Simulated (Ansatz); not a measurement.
**BiTe under changes of volume**

One of the cells (33.725 Å³/atom); the others are scaled copies at fixed shape and fractional positions:

```
Bi Te
1.0
     2.42271    1.39875    3.31729
    -2.42271    1.39875    3.31729
     0.00000   -2.79750    3.31729
Bi Te
1 1
Direct
  0.50000 0.50000 0.50000
  0.00000 0.00000 0.00000
```

The cell comes from a database or a generator and needn't be the stable form of this composition.

- Program: Ansatz 0.2.0
- Functional: PBE
- Potentials or basis: Ansatz PAW earlier set
- Cutoff: 640 eV (not typed: the program's choice for these potentials)
- k mesh: 7 × 7 × 7
- Occupations: fermi-dirac, width 0.05 eV
- Spin: no spin polarisation

```tsv
volume (Å³/atom)	energy over the lowest point (meV/atom)	pressure (GPa)
31.701	23.16	3.7
32.376	10.50	2.4
33.050	2.96	1.2
33.725	0.00	0.2
34.399	?	?
35.074	5.99	-1.6
35.748	14.12	-2.3
```

**Question.** What does the run at 34.399 Å³/atom give?

**Answer.** Energy over the lowest point 1.15 meV/atom; pressure -0.7 GPa.

Worked out: A Birch-Murnaghan fit of order 3 (a polynomial in V^(-2/3)) to the other rows has its minimum at 33.86 Å³/atom with B0 = V·E''(V) = 48 GPa and B' = 4.5 at fixed shape and positions, which overstates the stiffness. It gives 1.15 meV/atom at 34.399 Å³/atom, against the run's 1.15, and -dE/dV = -0.7 GPa, against -0.7.

Energies are extrapolated to zero smearing.
